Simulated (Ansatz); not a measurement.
# FH2NOSi: functionals against CCSD(T) at one geometry

One table from this session's results is given with a row withheld; the runs are named, their logs left out.

The runs use Ansatz 0.2.0, Gaussian basis; single points in def2-TZVPP.

Correlated methods freeze the cores.

### The system as given

SMILES `N[Si](=O)F`, 6 atoms, charge 0, spin multiplicity 1.

Atoms are counted from 1 here; the program's logs count them from 0.

Bond lengths: N1–Si2 1.680 Å, N1–H5 1.004 Å, N1–H6 0.965 Å, Si2–O3 1.592 Å, Si2–F4 1.642 Å. Angles: Si2–N1–H5 130.4°, Si2–N1–H6 120.9°, H5–N1–H6 108.2°, N1–Si2–O3 131.7°, N1–Si2–F4 105.3°, O3–Si2–F4 121.9°.

As a file:

```xyz
6
FH2NOSi
N    -0.2824    0.8466   -0.1332
Si    0.3442   -0.6753    0.2045
O     1.2036   -1.2178    1.4293
F    -0.3874   -1.6901   -0.8588
H    -0.0789    1.7395    0.2780
H    -0.8455    0.9905   -0.9033
```

Set-up of the first run:

Input file run/in.yaml:

```yaml
crystal:
  periodic: [false, false, false]
  atoms:
    - {symbol: N, position_ang: [-0.282400, 0.846600, -0.133200]}
    - {symbol: Si, position_ang: [0.344200, -0.675300, 0.204500]}
    - {symbol: O, position_ang: [1.203600, -1.217800, 1.429300]}
    - {symbol: F, position_ang: [-0.387400, -1.690100, -0.858800]}
    - {symbol: H, position_ang: [-0.078900, 1.739500, 0.278000]}
    - {symbol: H, position_ang: [-0.845500, 0.990500, -0.903300]}
basis:
  gaussian: {orbitals: def2-TZVPP}
correlation: {method: ccsd_t}
output: {forces: true}
```

No record of the launch command was kept for these runs.

Steps of the session up to this table: CCSD(T)/def2-TZVPP; PBE0-D4/def2-TZVPP; wB97M-V/def2-TZVPP; r2SCAN-D4/def2-TZVPP; PBE-D4/def2-TZVPP; LC-wPBE/def2-TZVPP; r2SCAN0-D4/def2-TZVPP.

One table of the session follows, with a row left open; its other results are not shown here.

```
    method  RMS force component (eV/Å)  angle to CCSD(T) forces (°)  dipole (D)
   CCSD(T)                       1.403                    reference        5.18
   PBE0-D4                       1.496                          3.9        5.32
   wB97M-V                       1.491                          4.7        5.35
 r2SCAN-D4                       1.424                          2.9        5.25
    PBE-D4                           ?                            ?           ?
   LC-wPBE                       1.583                          6.5        5.45
r2SCAN0-D4                       1.595                          6.8        5.41
```

**Question.** Estimate the row for PBE-D4.

The run gave: RMS force component (eV/Å): 1.287; angle to CCSD(T) forces (°): 10.8; dipole (D): 5.10. In the column «RMS force component (eV/Å)» it is the lowest.
